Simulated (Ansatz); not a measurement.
**TaTi3: relaxation and properties**

This session takes TaTi3 and sets out to find the equilibrium cell and compute bands, density of states and charges.

Method: DFT r2SCAN, scalar-relativistic, plane waves, PAW, in Ansatz 0.2.0.

2 further runs of the same task are left out: 2 that didn't finish.

### 1 The structure to begin with

Symmetry: I4/mmm, No. 139, tetragonal system. The conventional cell has a = 3.996 Å, b = 3.996 Å, c = 8.796 Å, α = 90.00°, β = 90.00°, γ = 90.00°. Around Ti (site symmetry -4m2) lie 8 Ti at 2.83 to 2.97 Å and 4 Ta at 2.97 Å. Around Ti (site symmetry 4/mmm) lie 4 Ta at 2.83 Å and 8 Ti at 2.97 Å. Ta (site symmetry 4/mmm) is surrounded by 12 Ti at 2.83 to 2.97 Å.

Coordinates:

```
CELL_PARAMETERS angstrom
-1.99787 1.99787 4.39796
1.99787 -1.99787 4.39796
1.99787 1.99787 -4.39796
ATOMIC_POSITIONS crystal
Ti 0.75000 0.25000 0.50000
Ti 0.25000 0.75000 0.50000
Ti 0.50000 0.50000 0.00000
Ta 0.00000 0.00000 0.00000
```

The structure comes from the Materials Project (structure only).

(A quick probe on a coarse mesh, which set the mesh and smearing, is not shown.)

### 3 Full relaxation

Input file input.yaml:

```yaml
crystal:
  lattice:
    - [-1.997865, 1.997865, 4.397963]
    - [1.997865, -1.997865, 4.397963]
    - [1.997865, 1.997865, -4.397963]
  atoms:
    - { symbol: Ti, position: [0.75, 0.25, 0.5] }
    - { symbol: Ti, position: [0.25, 0.75, 0.5] }
    - { symbol: Ti, position: [0.5, 0.5, 0.0] }
    - { symbol: Ta, position: [0.0, 0.0, 0.0] }
basis:
  ecutwfc: 500
kpoints:
  mp_grid: { grid: [14, 14, 14] }
hamiltonian:
  xc: r2scan
scf:
  occupations: { method: gaussian, width: 0.1 }
output:
  forces: true
  stress: true
  eigenvalues: true
  write_density: true
  write_potential: true
  elf: true
  volumetric_format: npy
relax:
  adjacent_minimum: "off"
  f_tol: 0.005
  max_steps: 80
  cell: { stress_tol: 0.05 }
```

On the command line:

```sh
$ ansatz run input.yaml --threads 1 --pin off --max-ram 2560MiB --backend cpu --events-out ev --progress --plain --runs-dir out
```

Further runs follow: bands, states and charges.

**Question.** What will these runs give? Wanted: relaxed cell; volume; formation energy; gap; states at the Fermi level; Bader charges.

As calculated:

| quantity | value |
| --- | --- |
| relaxed cell (conventional) | a = 4.120 Å, b = 4.120 Å, c = 8.268 Å, α = 90.00°, β = 90.00°, γ = 90.00° |
| space group (0.01 Å) | I4/mmm (No. 139) |
| volume | 17.54 Å³/atom |
| formation energy (elements from runs with the same settings, not shown) | +0.10 eV/atom |
| gap | none (metal) |
| states at the Fermi level | 5.58 per eV per cell |
| Bader charges | Ti +0.71, Ta -2.14 e |

Relaxation left the volume within 0.5 % of the start. It comes out metallic. Of the projected weight within 0.25 eV of the Fermi level, the largest part is Ti 3d (79 %). Bader charges reach 2.1 e, so charge transfer in this metal is strong. Spin-orbit coupling is left out, which matters for the bands of Ta.
